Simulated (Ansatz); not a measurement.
# AgRh (P-6m2) in Ansatz: convergence with smearing width

Aim: find how far smearing width must go before the results for AgRh settle, at LDA. This setting moves, with any that are tied to it; all else stays.

Everything below comes from runs of Ansatz 0.2.0. Logs are shortened: lines on timing, memory, paths and dates and some standing lists are left out, and cuts for length are marked.

## (1) Starting point

It takes space group P-6m2 (No. 187, hexagonal). Conventional cell: a = 2.778 Å, b = 2.778 Å, c = 4.809 Å, α = 90.00°, β = 90.00°, γ = 120.00°. Ag (site symmetry -6m2) is surrounded by 6 Ag at 2.78 Å and 6 Rh at 2.89 Å. Rh (site symmetry -6m2) is surrounded by 6 Rh at 2.78 Å and 6 Ag at 2.89 Å.

The cell comes from a database or a generator and needn't be the stable form of this composition.

## (2) With smearing width 0.3 eV

Input file input.yaml:

```yaml
crystal:
  lattice:
    - [2.7775881998, 0.0, 0.0]
    - [-1.3887940999, 2.4054619423, 0.0]
    - [0.0, 0.0, 4.808602]
  atoms:
    - { symbol: Ag, position: [0.0, 0.0, 0.5] }
    - { symbol: Rh, position: [0.6666666667, 0.3333333333, 0.0] }
hamiltonian:
  xc: lda
  pseudopotentials: { kind: nc, accuracy: stringent }
kpoints:
  mp_grid: { grid: [9, 9, 5] }
scf:
  occupations: { method: methfessel_paxton, width: 0.3 }
output:
  forces: true
  stress: true
  eigenvalues: true
```

Potentials or basis: PseudoDojo stringent (LDA files).

Run with:

```
ansatz run input.yaml --threads 2 --pin off --max-ram 5632MiB --backend cpu --events-out ev --progress --plain --runs-dir out
```

Standard output:

```text
Warning: The stringent table, which hamiltonian.pseudopotentials names, holds the potential of the library's standard table for Ag, Rh (one content_sha256, or a second file that the publisher made of the same generator input, which states another). The run takes no other species from the library, so that hamiltonian.pseudopotentials.accuracy: standard would change no potential of it. The deck needs no change, but a comparison with a run at hamiltonian.pseudopotentials.accuracy: standard does not test the potential of Ag, Rh. To test it, run on another potential, such as that of hamiltonian.pseudopotentials: {kind: paw}
Warning: RAYON_NUM_THREADS=2 ignored (pool sized by the plan → 2); use --threads N
Engine: ansatz 0.2.0, aarch64-unknown-linux-gnu
Pseudopotentials: kind: nc
Pseudopotential: Ag, nc, valence charge 19, recommended cutoff 1170.089609 eV (normal), Ag.nc.azcp (PseudoDojo's, or run here from an input of PseudoDojo's; its table is named by hamiltonian.pseudopotentials.accuracy)
Pseudopotential: Rh, nc, valence charge 17, recommended cutoff 1197.300995 eV (normal), Rh.nc.azcp (PseudoDojo's, or run here from an input of PseudoDojo's; its table is named by hamiltonian.pseudopotentials.accuracy)
Functional definition: SPW92
  exchange = slater_x
  correlation = pw_c
Crystal: 2 atoms, lattice volume = 32.128 Å³
Basis set: ecut = 1197.300995 eV, 3045 PW (Γ)
Bands: 22, of which v1, the nominal top of the filled ones, is band 18 counted from 1 (17 counted from 0)
Symmetry: 12 space group operations
Space group: P-6m2 (ITA 187), of the structure as read, at distance tolerance 3.2e-5 Å
k-points: 36 of 405 (time reversal used)
Non-local potential: Ag, projectors of the file, l = 0: 2, l = 1: 2, l = 2: 2
Non-local potential: Rh, projectors of the file, l = 0: 2, l = 1: 2, l = 2: 2
Initial density: superposition of atomic densities (chi_scale 0.1, normalization cell, long waves kept (reshape's long-wave potential 0.01 eV rms))
Initial wavefunctions: pseudopotential atomic-orbital guess
Functional: x = slater, c = lda
SCF iter   1: F=—  HF=-7410.595677 eV  |F-HF|=—  |Δ(HF+E_count)|=         —  Δρ=1.28e-1  dr2=7.27e0  ethr=3.10e-3  ⟨swp⟩=6.0  Hψ=3622  notcnv=0
preconditioner: auto → Kerker (q_TF=auto, 2.781 Å⁻¹)  [metal: Δε(μ)=0.041 eV  Ē_g=9.099 eV  σ=0.300 eV  W_gap=0.11  n_scr=10 (ndim 8)  ℏωp=29.3 eV  f_vac=0.000  D(μ)=2.80/eV (n_scr^D=36)]
SCF iter   2: F=—  HF=-7409.285771 eV  |F-HF|=—  |Δ(HF+E_count)|=    1.31e0  S|Δr|=    0.00e0  Δρ=3.44e-2  dr2=2.41e-1  ethr=3.10e-3  ⟨swp⟩=2.8  Hψ=1755  notcnv=0
SCF iter   3: F=—  HF=-7409.219051 eV  |F-HF|=—  |Δ(HF+E_count)|=   6.67e-2  S|Δr|=    0.00e0  Δρ=1.35e-2  dr2=5.42e-2  ethr=6.69e-4  ⟨swp⟩=2.6  Hψ=1552  notcnv=0
SCF iter   4: F=—  HF=-7409.206423 eV  |F-HF|=—  |Δ(HF+E_count)|=   1.26e-2  S|Δr|=    0.00e0  Δρ=4.48e-3  dr2=5.24e-3  ethr=1.50e-4  ⟨swp⟩=1.6  Hψ=968  notcnv=0
SCF iter   5: F=—  HF=-7409.205361 eV  |F-HF|=—  |Δ(HF+E_count)|=   1.06e-3  S|Δr|=    0.00e0  Δρ=1.85e-3  dr2=1.09e-3  ethr=1.45e-5  ⟨swp⟩=2.6  Hψ=1375  notcnv=0
SCF iter   6: F=—  HF=-7409.205181 eV  |F-HF|=—  |Δ(HF+E_count)|=   1.80e-4  S|Δr|=    0.00e0  Δρ=5.84e-4  dr2=1.11e-4  ethr=3.04e-6  ⟨swp⟩=1.2  Hψ=854  notcnv=0
SCF iter   7: F=—  HF=-7409.205156 eV  |F-HF|=—  |Δ(HF+E_count)|=   2.42e-5  S|Δr|=    0.00e0  Δρ=1.98e-4  dr2=4.85e-6  ethr=3.08e-7  ⟨swp⟩=2.5  Hψ=1262  notcnv=0
SCF iter   8: F=—  HF=-7409.205160 eV  |F-HF|=—  |Δ(HF+E_count)|=   3.27e-6  S|Δr|=    0.00e0  Δρ=2.82e-5  dr2=3.05e-7  ethr=1.35e-8  ⟨swp⟩=2.1  Hψ=1353  notcnv=0
SCF iter   9: F=-7409.205160 eV  HF=-7409.205160 eV  |F-HF|=3.16e-9  |Δ(HF+E_count)|=   2.20e-8  S|Δr|=    0.00e0  Δρ=5.94e-6  dr2=7.57e-9  ethr=2.78e-10  ⟨swp⟩=8.4  Hψ=4427  notcnv=0
SCF 1 converged in 9 iterations: F = -7409.205160 eV  dr2 = 7.57e-9
SCF converged after 9 iterations
Stability not checked: this state was not tested for a lower state beside it, because cold or Methfessel-Paxton smearing, or corrected tetrahedra, fill the levels in a way that the test cannot read (fill_not_monotonic; see scf.lower_state_search)
Free energy (F): -7409.205160 eV
Harris-Foulkes:  -7409.205160 eV  (|F-HF|=3.16e-9)
Internal energy: -7409.186486 eV  (E = F + TS)
E sigma→0 (E₀):  -7409.200491 eV
Entropy (-TS):   -0.018674 eV (-9.337 meV/atom)
Fermi energy:    17.887920 eV
--- Per-component energies (eV) ---
  E_band       = -359.995220
  E_kinetic    = 2491.329304
  E_local      = -5062.350279  (includes V_loc(G=0)·N_el)
  E_nonlocal   = 122.882764
  E_hartree    = 1520.092943
  E_xc         = -1137.906078
  E_vxc        = -952.039081  (∫ρ·V_xc dr)
  E_ewald      = -5343.235140
  E_smearing   = -0.018674  (= −TS)
  E_closure    = -0.000000  (closes the sum)
  Σ components = -7409.205160   (vs F -7409.205160, Δ=0.00e0)
--- Forces (eV/Å), atoms counted from 1 ---
  atom   1  Ag    -0.00000000     0.00000000     0.00000000
  atom   2  Rh     0.00000000    -0.00000000    -0.00000000
  max |Σ_I F_I| component: 5.78e-17 eV/Å
--- Stress (GPa, compression-positive) ---
      -15.763611       0.000000      -0.000000
        0.000000     -15.763611      -0.000000
       -0.000000      -0.000000     -14.672287
  P = ⅓ Tr σ = -15.3998 GPa (-153.998 kbar)
--- Band table (eV; the first three rows and the last of 36) ---
  k-point 0: bands = ["-73.4440", "-59.9320", "-36.9812", "-36.8984", "-36.8984", "-27.7610", "-27.7610", "-27.6483", "10.5984", "12.1183", "13.6651", "13.6651", "14.6023", "14.8471", "14.8471", "15.9761", "15.9761", "17.9918", "17.9949", "17.9949", "23.1162", "34.6254"]
  k-point 1: bands = ["-73.4440", "-59.9320", "-36.9808", "-36.8984", "-36.8984", "-27.7610", "-27.7610", "-27.6493", "10.8726", "12.1841", "13.6519", "13.6519", "14.4754", "14.8124", "14.8124", "16.0479", "16.0479", "16.8379", "17.9841", "17.9841", "24.8320", "33.7371"]
  k-point 2: bands = ["-73.4440", "-59.9320", "-36.9801", "-36.8984", "-36.8984", "-27.7610", "-27.7610", "-27.6510", "11.4370", "12.4280", "13.6326", "13.6326", "13.9712", "14.7571", "14.7571", "15.5424", "16.1670", "16.1670", "17.9605", "17.9605", "28.0498", "31.5428"]
  k-point 35: bands = ["-73.4207", "-59.8757", "-37.0389", "-37.0382", "-36.9527", "-28.0443", "-28.0438", "-27.5875", "13.0664", "13.2919", "13.5450", "13.5591", "13.6224", "15.6092", "15.8916", "16.1513", "16.7003", "17.8399", "23.3343", "24.3641", "24.7017", "26.1261"]
```

Run time: 4.3 s. Hardware: 2 threads of Arm Neoverse V2, shared host; peak memory 0.35 GiB.

What came out:

```yaml
Free_energy: -7409.2052 eV
Pressure: -15.4 GPa
Band_gap_on_the_k_mesh: none (metal or under the smearing width)
```

## (3) With smearing width 0.2 eV

input.yaml: that of step 2 with these lines changed.

```diff
@@ -14,3 +14,3 @@
 scf:
-  occupations: { method: methfessel_paxton, width: 0.3 }
+  occupations: { method: methfessel_paxton, width: 0.2 }
 output:
```

Potentials or basis: PseudoDojo stringent (LDA files).

Run with:

```
ansatz run input.yaml --threads 2 --pin off --max-ram 5632MiB --backend cpu --events-out ev --progress --plain --runs-dir out
```

Wall time 4.4 s (2 threads of Arm Neoverse V2, shared host); peak memory 0.36 GiB.

What came out:

```
Free energy            : -7409.2004 eV
Pressure               : -15.5 GPa
Band gap on the k mesh : none (metal or under the smearing width)
```

## (4) With smearing width 0.15 eV

input.yaml: that of step 3 with these lines changed.

```diff
@@ -14,3 +14,3 @@
 scf:
-  occupations: { method: methfessel_paxton, width: 0.2 }
+  occupations: { method: methfessel_paxton, width: 0.15 }
 output:
```

Run with:

```
ansatz run input.yaml --threads 2 --pin off --max-ram 5632MiB --backend cpu --events-out ev --progress --plain --runs-dir out
```

Wall time 4.4 s (2 threads of Arm Neoverse V2, shared host); peak memory 0.36 GiB.

What came out:

```
Free energy            : -7409.1989 eV
Pressure               : -15.5 GPa
Band gap on the k mesh : none (metal or under the smearing width)
```

## (5) With smearing width 0.1 eV

input.yaml: that of step 4 with these lines changed.

```diff
@@ -14,3 +14,3 @@
 scf:
-  occupations: { method: methfessel_paxton, width: 0.15 }
+  occupations: { method: methfessel_paxton, width: 0.1 }
 output:
```

Run with:

```
ansatz run input.yaml --threads 2 --pin off --max-ram 5632MiB --backend cpu --events-out ev --progress --plain --runs-dir out
```

It took 4.5 s on 2 threads of Arm Neoverse V2, shared host; peak memory 0.35 GiB.

Results:

```yaml
Free_energy: -7409.1981 eV
Pressure: -15.5 GPa
Band_gap_on_the_k_mesh: none (metal or under the smearing width)
```

## (6) With smearing width 0.05 eV

input.yaml: that of step 5 with these lines changed.

```diff
@@ -14,3 +14,3 @@
 scf:
-  occupations: { method: methfessel_paxton, width: 0.1 }
+  occupations: { method: methfessel_paxton, width: 0.05 }
 output:
```

Potentials or basis: PseudoDojo stringent (LDA files).

Run with:

```
ansatz run input.yaml --threads 2 --pin off --max-ram 5632MiB --backend cpu --events-out ev --progress --plain --runs-dir out
```

Wall time 5.3 s (2 threads of Arm Neoverse V2, shared host); peak memory 0.36 GiB.

It converged, with:

```yaml
Free_energy: -7409.1981 eV
Pressure: -15.5 GPa
Band_gap_on_the_k_mesh: none (metal or under the smearing width)
```

## (7) With smearing width 0.025 eV

input.yaml: that of step 6 with these lines changed.

```diff
@@ -14,3 +14,3 @@
 scf:
-  occupations: { method: methfessel_paxton, width: 0.05 }
+  occupations: { method: methfessel_paxton, width: 0.025 }
 output:
```

Run with:

```
ansatz run input.yaml --threads 2 --pin off --max-ram 5632MiB --backend cpu --events-out ev --progress --plain --runs-dir out
```

Run time: 5.8 s. Hardware: 2 threads of Arm Neoverse V2, shared host; peak memory 0.35 GiB.

It converged, with:

| Property | Result |
| --- | --- |
| Free energy | -7409.1978 eV |
| Pressure | -15.4 GPa |
| Band gap on the k mesh | none (metal or under the smearing width) |

## (8) With smearing width 0.01 eV

input.yaml: that of step 7 with these lines changed.

```diff
@@ -14,3 +14,3 @@
 scf:
-  occupations: { method: methfessel_paxton, width: 0.025 }
+  occupations: { method: methfessel_paxton, width: 0.01 }
 output:
```

Run with:

```
ansatz run input.yaml --threads 2 --pin off --max-ram 5632MiB --backend cpu --events-out ev --progress --plain --runs-dir out
```

Run time: 5.6 s. Hardware: 2 threads of Arm Neoverse V2, shared host; peak memory 0.36 GiB.

It converged, with:

- Free energy: -7409.1976 eV
- Pressure: -15.5 GPa
- Band gap on the k mesh: none (metal or under the smearing width)

## (9) With smearing width 0.005 eV

input.yaml: that of step 8 with these lines changed.

```diff
@@ -14,3 +14,3 @@
 scf:
-  occupations: { method: methfessel_paxton, width: 0.01 }
+  occupations: { method: methfessel_paxton, width: 0.005 }
 output:
```

Potentials or basis: PseudoDojo stringent (LDA files).

Run with:

```
ansatz run input.yaml --threads 2 --pin off --max-ram 5632MiB --backend cpu --events-out ev --progress --plain --runs-dir out
```

Run time: 6 s. Hardware: 2 threads of Arm Neoverse V2, shared host; peak memory 0.36 GiB.

It converged, with:

```
Free energy            : -7409.1976 eV
Pressure               : -15.4 GPa
Band gap on the k mesh : none (metal or under the smearing width)
```

## (10) Summary

| smearing width | energy less the tightest run, at zero smearing (meV/atom) | pressure (GPa) | SCF cycles | CPU time (s) | peak memory (GiB) |
| --- | --- | --- | --- | --- | --- |
| 0.3 eV | -1.46 | -15.40 | 9 | 8.4 | 0.35 |
| 0.2 eV | -0.53 | -15.45 | 9 | 8.6 | 0.36 |
| 0.15 eV | -0.26 | -15.46 | 9 | 8.6 | 0.36 |
| 0.1 eV | -0.15 | -15.47 | 9 | 8.7 | 0.35 |
| 0.05 eV | -0.25 | -15.46 | 11 | 10 | 0.36 |
| 0.025 eV | -0.06 | -15.45 | 12 | 11 | 0.35 |
| 0.01 eV | -0.01 | -15.45 | 12 | 11 | 0.36 |
| 0.005 eV | 0.00 | -15.45 | 14 | 12 | 0.36 |

Against the tightest run, the energy stays within 1 meV/atom from 0.2 eV on; the pressure stays within 0.1 GPa from 0.3 eV on. Narrower smearing needs a denser k mesh, so at a fixed mesh the narrowest width isn't the most accurate. The tightest run that finished is the yardstick and may itself not be fully converged.

Caveats: so large a pressure means that the cell lies far from this level's equilibrium, or that cutoff or potentials fall short.
